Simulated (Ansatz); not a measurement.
# InSb: the cell at several levels of theory

The task here is to estimate one member of a computed series from the others.

Program: Ansatz 0.2.0. PAW datasets, plane waves, zero pressure. (Simulation; spin polarisation is off.)

## The system as given

It is cubic, F-43m (No. 216); a = 6.478 Å in the conventional setting, 33.98 Å³ an atom. Near In stand 4 Sb at 2.81 Å; near Sb stand 4 In at 2.81 Å.

Coordinates:

```
CELL_PARAMETERS angstrom
0.00000 3.23910 3.23910
3.23910 0.00000 3.23910
3.23910 3.23910 0.00000
ATOMIC_POSITIONS crystal
In 0.00000 0.00000 0.00000
Sb 0.25000 0.25000 0.25000
```

Set-up of the first run:

Contents of input.yaml:

```yaml
crystal:
  lattice:
    - [0.0, 3.2391, 3.2391]
    - [3.2391, 0.0, 3.2391]
    - [3.2391, 3.2391, 0.0]
  atoms:
    - { symbol: In, position: [0.0, 0.0, 0.0] }
    - { symbol: Sb, position: [0.25, 0.25, 0.25] }
kpoints:
  mp_grid: { grid: [6, 6, 6] }
hamiltonian:
  xc: pbe
scf:
  occupations: { method: fermi_dirac, width: 0.02 }
relax:
  f_tol: 0.005
  cell: {}
```

Run with:

```bash
$ ansatz run input.yaml --threads 2 --pin off --max-ram 4608MiB --backend cpu --events-out ev --progress --plain --runs-dir out
```

Steps of the session up to this table: Relaxing with PBE; Relaxing with r2SCAN; Relaxation with PBEsol; Relaxing with LDA; HSE06: cell and atoms.

One table of the session follows, with a row left open; its other results are not shown here.

```
 level  a (Å)  volume (Å³/atom)
   PBE  6.638            36.564
r2SCAN  6.559            35.272
PBEsol  6.523            34.686
   LDA      ?                 ?
 HSE06  6.553            35.175
```

Estimate the missing values for LDA.

The run gave: a (Å): 6.454; volume (Å³/atom): 33.603. In the column «a (Å)» it is the lowest.

**Reading.** The first relaxation changed the volume by +7.6 % from the start. The volume runs from LDA (least) to PBE (most), a spread of 8.8 %, or 2.9 % in length if all axes shared it alike. The meshes differ: PBE 6×6×6, r2SCAN 6×6×6, PBEsol 6×6×6, LDA 6×6×6, HSE06 4×4×4.
